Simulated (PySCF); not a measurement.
# Cl3GdH2O (Gd(Cl)3(H2O)): the cost of one run

Program: PySCF 2.14.0. Level of theory: several levels, as the steps say, no spin–orbit coupling. These are calculated values, not measurements.

### Step 1. Where the work starts

7 atoms, charge 0, spin multiplicity 1.

Bond lengths: Gd1–Cl2 2.516 Å, Gd1–Cl3 2.508 Å, Gd1–Cl4 2.516 Å, Gd1–O5 2.394 Å, O5–H6 0.967 Å, O5–H7 0.967 Å. Angles: Cl2–Gd1–Cl3 117.8°, Cl2–Gd1–Cl4 120.6°, Cl2–Gd1–O5 93.2°, Cl3–Gd1–Cl4 117.8°, Cl3–Gd1–O5 103.2°, Cl4–Gd1–O5 93.2°, Gd1–O5–H6 125.3°, Gd1–O5–H7 125.3°, H6–O5–H7 107.5°.

As a file:

```xyz
7
charge 0, multiplicity 1
Gd   -0.0278   -0.0532    0.0532
Cl    1.0784    1.8972    1.1940
Cl   -1.7374   -1.3505    1.3505
Cl    1.0784   -1.1940   -1.8972
O    -1.3614    1.3528   -1.3528
H    -1.5704    2.2802   -1.1782
H    -1.5704    1.1782   -2.2802
```

Formal oxidation states: Gd +3. Each metal's 7 4f electrons lie in its core potential, so multiplicities, spins and levels count the valence alone. An earlier session relaxed this geometry at PBE0, Gd lcecp-1-SVP with ECP53, Cl def2-SVP, O def2-SVP, H def2-SVP (singlet, point group Cs).

At PBE0 on the finer grid: E = -1492.208698 Eh, HOMO -8.42 eV, LUMO -1.45 eV, Mulliken charge on Gd1 +0.88 e, largest force component 0.012 eV/Å. 

Levels to run: TPSSh; BLYP; PBE0, TZVP. Hardware: 2 threads of Intel Xeon Platinum 8259CL at 2.50GHz (Skylake/Cascade Lake), shared host.

### Step 2. TPSSh

File run.py (the lines that set the calculation):

```python
mol = gto.M(atom='''
Gd    -0.02775    -0.05321     0.05321
Cl     1.07843     1.89717     1.19396
Cl    -1.73737    -1.35054     1.35054
Cl     1.07843    -1.19396    -1.89717
O     -1.36136     1.35278    -1.35278
H     -1.57043     2.28018    -1.17816
H     -1.57043     1.17816    -2.28018''',
    basis={'Gd': 'lcecp-1-SVP', 'Cl': 'def2-SVP', 'O': 'def2-SVP', 'H': 'def2-SVP'},
    ecp={'Gd': 'lcecp-1-SVP'},
    charge=0, spin=0)
mf = dft.RKS(mol, xc='TPSSH')
mf.grids.atom_grid = (75, 302)  # f atoms: unpruned, at least (60, 302)
mf = mf.density_fit()  # fitting sets: Gd AutoAux, Cl def2-universal-JKFIT, O def2-universal-JKFIT, H def2-universal-JKFIT
mf.conv_tol = 1e-08; mf.max_cycle = 55
mf.kernel(dm0)  # dm0: the density of the relaxed state
```

Command:

```sh
> OMP_NUM_THREADS=2 python run.py
```

**Question.** How long does this run take on 2 threads of Intel Xeon Platinum 8259CL at 2.50GHz (Skylake/Cascade Lake), shared host?

About 12 s.
